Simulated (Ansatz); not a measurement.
# HfS+ (doublet): the correlation ladder, def2-SVP

One table from this session's results is given with a row withheld; the runs are named, their logs left out.

The runs use Ansatz 0.2.0, Gaussian basis; def2-SVP, core rule «outside noble gas», up to 9 orbitals frozen.

To be run: UHF; CCSD(T) on ROHF; CCSD(T) on UHF; CISD as a restricted active space (open shells left free, so some higher excitations enter); CCSDT(Q) on ROHF; CCSDT(Q) on UHF.

8 further runs of the same task are left out: 4 for a known fault of the program, 4 set aside as unsound or not needed. Runs told in other sessions of the task aren't counted.

### The system

The geometry is a PBE0/def2-TZVP stationary point (not a proven minimum) of the parent state, kept for this charge and spin. No spin-orbit coupling is included. Elements past krypton take def2 core potentials.

2 atoms, charge 1, spin multiplicity 2.

Atoms are counted from 1 here; the program's logs count them from 0.

Bond lengths: Hf1–S2 2.164 Å.

The first run:

The input, in.yaml:

```yaml
crystal:
  periodic: [false, false, false]
  atoms:
    - {symbol: Hf, position_ang: [0.000000, 0.000000, 0.000000]}
    - {symbol: S, position_ang: [0.000000, 0.000000, 2.163711]}
basis:
  gaussian: {orbitals: def2-SVP}
total_charge: 1
magnetization: {spin_polarized: true, initial_magnetization: 1}
hamiltonian: {xc: hf}
output: {orbitals: {seedname: orbitals}}
```

Command:

```
> ansatz run in.yaml --threads 1 --pin off --events-out ev --progress --plain --max-ram 4096MiB --backend cpu
```

Among the steps run: UHF; CCSD(T) on ROHF; CCSD(T) on UHF; CISD as a restricted active space (open shells left free, so some higher excitations enter); CCSDT(Q) on ROHF; CCSDT(Q) on UHF.

One of the session's tables, all rows but one given; the rest of the session is left out.

```
   method  from RCCSDT(Q) (kcal/mol)
     ROHF                    +137.95
      UHF                    +136.84
     RMP2                          ?
     UMP2                     +12.80
    RCCSD                     +10.00
    UCCSD                      +9.65
 RCCSD(T)                      +0.05
 UCCSD(T)                      -0.02
   RCCSDT                      -0.22
   UCCSDT                      -0.57
RCCSDT(Q)                          0
UCCSDT(Q)                      -1.14
```

**Question.** Estimate the row for RMP2.

**Answer.** from RCCSDT(Q) (kcal/mol): +11.45. In the column «from RCCSDT(Q) (kcal/mol)» it lies between RCCSD (+10.00) and UMP2 (+12.80).

Not comparable, so not listed: CISD as a restricted active space (open shells left free, so some higher excitations enter) (they don't share determinant, frozen orbitals or solution with the rows shown, or repeat one).

Caveats from the session: Restricted and unrestricted rows rest on different reference determinants; a gap between their highest levels can come from leftover correlation error, from unlike frozen cores or from another state.
